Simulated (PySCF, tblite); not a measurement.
**C6H4NOS radical: geometry, infrared bands and EPR parameters**

Aim: predict the infrared bands and EPR parameters of C6H4NOS radical (`CC1=COC(=S)[C]1C#N`).

Computed with tblite 0.8.0 and PySCF 2.14.0, with density-fitted response routines of our own, on a single molecule in the gas phase. Atoms count from 0, in the outputs and in this text.

## 1. The starting structure

13 atoms, charge 0, multiplicity 2; geometry from: force field or distance geometry start.

Bonds of the start (Å): C0–C1 1.46, C1–C2 1.35, C2–O3 1.39, O3–C4 1.37, C4–S5 1.65, C4–C6 1.47, C6–C7 1.41, C7–N8 1.15, C6–C1 1.43, C0–H9 1.10, C0–H10 1.10, C0–H11 1.10, C2–H12 1.08.

## 2. Optimising the geometry with GFN2-xTB

The job: settings as JSON, then the geometry in Å.

```
{"job": {"kind": "relax", "xc": "GFN2-xTB", "basis": "xTB"}, "charge": 0, "multiplicity": 2}
C     -1.759600    -0.175000    -0.430800
C     -0.375500    -0.359100     0.012100
C      0.218600    -1.439200     0.556000
O      1.560700    -1.301700     0.873400
C      1.879200    -0.016100     0.529400
S      3.419100     0.526000     0.758100
C      0.671900     0.611200    -0.030600
C      0.571200     1.930200    -0.507600
N      0.447800     3.001700    -0.917800
H     -2.365800    -1.081400    -0.275200
H     -1.803900     0.073200    -1.497700
H     -2.252900     0.633900     0.130700
H     -0.215100    -2.403200     0.782200
```

Command:

```
> OMP_NUM_THREADS=1 python probes_run.py task.json out
```

The driver reads the jobs from task.json and runs them one after another.

**Question.** This job is followed by: GFN2-xTB harmonic vibrations, gas phase; UKS B3LYP, pcH-1 on C H N O S, non-relativistic, mean-field spin-orbit, GIAO. What will the session give for the following? strongest single infrared mode (GFN2-xTB); zero-point energy (GFN2-xTB); g(iso) (B3LYP); ⟨S²⟩; largest a(iso) (averaged by class); potential on the surface of density 0.002 e/bohr³, 1st and 99th percentile; property runs in this session.

**Answer**, as computed:

| quantity | value |
| --- | --- |
| strongest single infrared mode (GFN2-xTB) | 2353 cm⁻¹, 132 km/mol |
| zero-point energy (GFN2-xTB) | 52.8 kcal/mol |
| g(iso) (B3LYP) | 2.02667 |
| ⟨S²⟩ | 0.769 (exact 0.75) |
| largest a(iso) (averaged by class) | 13C on C2, 24.8 MHz |
| potential on the surface of density 0.002 e/bohr³, 1st and 99th percentile | -1.59 V and 1.92 V |
| property runs in this session | 1, of which 0 failed and 1 gave unsound results |

Relaxing lowered the energy by 0.196 eV in 23 steps; the close pair that moved most is C4–C6, from 1.471 to 1.408 Å. No mode is imaginary among the 33: a minimum at this level. The strongest single mode, at 2353 cm⁻¹, moves mainly C7 and N8. Unscaled tight-binding wavenumbers are off by several per cent, some by more. Its intensities can rank the bands wrongly. S5 carries the largest spin population, 0.61 e. The isotropic g lies 24.4 ppt above the free-electron value. These values are not to be trusted: the run shows nearly degenerate orbitals, where second-order g theory doesn't apply. These values are for one conformer; the search (at its own cheap level) found 2 more, at 0.12, 0.22 kcal/mol, and measured spectra average over such forms.
